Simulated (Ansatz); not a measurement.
# Cl₂GeH₄SSi: one species, many methods

One table from this session's results is given with a row withheld; the runs are named, their logs left out.

Method: functionals in def2-TZVPP, the program's frozen cores in correlated methods; program: Ansatz 0.2.0, Gaussian basis.

Plan: PBE-D4, r2SCAN-D4, PBE0-D4, B3LYP-D4, ωB97X-V, ωB97M-V, B2PLYP; CCSD(T)/def2-TZVPP; MP2/def2-QZVPP; extrapolation to the limit.

## Structure used throughout

An earlier PBE0-D4 in a triple-zeta def2 set relaxation fixed the geometry.

SMILES `Cl[SiH2][S][GeH2][Cl]`, 9 atoms, charge 0, spin multiplicity 1.

Atoms are counted from 1 here; the program's logs count them from 0.

Bond lengths: Cl1–Si2 2.054 Å, Si2–S3 2.125 Å, Si2–H6 1.477 Å, Si2–H7 1.478 Å, S3–Ge4 2.217 Å, Ge4–Cl5 2.152 Å, Ge4–H8 1.529 Å, Ge4–H9 1.530 Å. Angles: Cl1–Si2–S3 112.0°, Cl1–Si2–H6 106.9°, Cl1–Si2–H7 108.8°, S3–Si2–H6 111.7°, S3–Si2–H7 105.3°, H6–Si2–H7 112.2°, Si2–S3–Ge4 100.6°, S3–Ge4–Cl5 110.0°, S3–Ge4–H8 111.6°, S3–Ge4–H9 106.0°, Cl5–Ge4–H8 106.6°, Cl5–Ge4–H9 108.1°, H8–Ge4–H9 114.6°.

As a file:

```xyz
9

Cl   -1.60608   -1.17125   -1.56360
Si   -1.28096    0.70842   -0.80209
S     0.78981    1.14687   -0.61979
Ge    1.44786   -0.52241    0.68158
Cl    0.30557   -0.52597    2.50595
H    -1.96959    0.76717    0.50275
H    -1.80838    1.70653   -1.75654
H     1.21421   -1.87938    0.01613
H     2.90755   -0.22996    1.03560
```

Set-up of the first run:

Input file in.yaml:

```yaml
crystal:
  periodic: [false, false, false]
  atoms:
    - {symbol: Cl, position_ang: [-1.606083, -1.171255, -1.563598]}
    - {symbol: Si, position_ang: [-1.280959, 0.708425, -0.802093]}
    - {symbol: S, position_ang: [0.789807, 1.146870, -0.619788]}
    - {symbol: Ge, position_ang: [1.447863, -0.522414, 0.681585]}
    - {symbol: Cl, position_ang: [0.305575, -0.525971, 2.505947]}
    - {symbol: H, position_ang: [-1.969587, 0.767166, 0.502750]}
    - {symbol: H, position_ang: [-1.808377, 1.706528, -1.756538]}
    - {symbol: H, position_ang: [1.214207, -1.879383, 0.016134]}
    - {symbol: H, position_ang: [2.907555, -0.229958, 1.035601]}
basis:
  gaussian: {orbitals: def2-TZVPP}
hamiltonian: {xc: pbe, dispersion: d4}
output: {forces: true, orbitals: {seedname: orbitals}}
```

Started as:

```console
$ ansatz run in.yaml --threads 2 --pin off --events-out ev --progress --plain --max-ram 32768MiB --backend cuda --devices 0, --max-vram 18GiB
```

Among the steps run: PBE-D4 (GGA); r2SCAN-D4 (meta-GGA); PBE0-D4 (hybrid); B3LYP-D4 (hybrid); ωB97X-V (range-separated); ωB97M-V (range-separated); B2PLYP (double hybrid); CCSD(T) in def2-TZVPP; MP2 in def2-QZVPP.

One table of the session follows, with a row left open; its other results are not shown here.

```
            method  atomisation energy (eV)
            PBE-D4                   27.314
         r2SCAN-D4                   27.502
           PBE0-D4                   27.157
          B3LYP-D4                   26.922
           ωB97X-V                   27.622
           ωB97M-V                        ?
            B2PLYP                   26.636
     HF/def2-TZVPP                   20.017
    MP2/def2-TZVPP                   26.998
   CCSD/def2-TZVPP                   26.103
CCSD(T)/def2-TZVPP                   26.585
           MP2/CBS                   27.830
       CCSD(T)/CBS                   27.417
```

**Question.** Estimate the row for ωB97M-V.

As computed: atomisation energy (eV): 27.381. In the column «atomisation energy (eV)» it lies between PBE-D4 (27.314) and CCSD(T)/CBS (27.417).
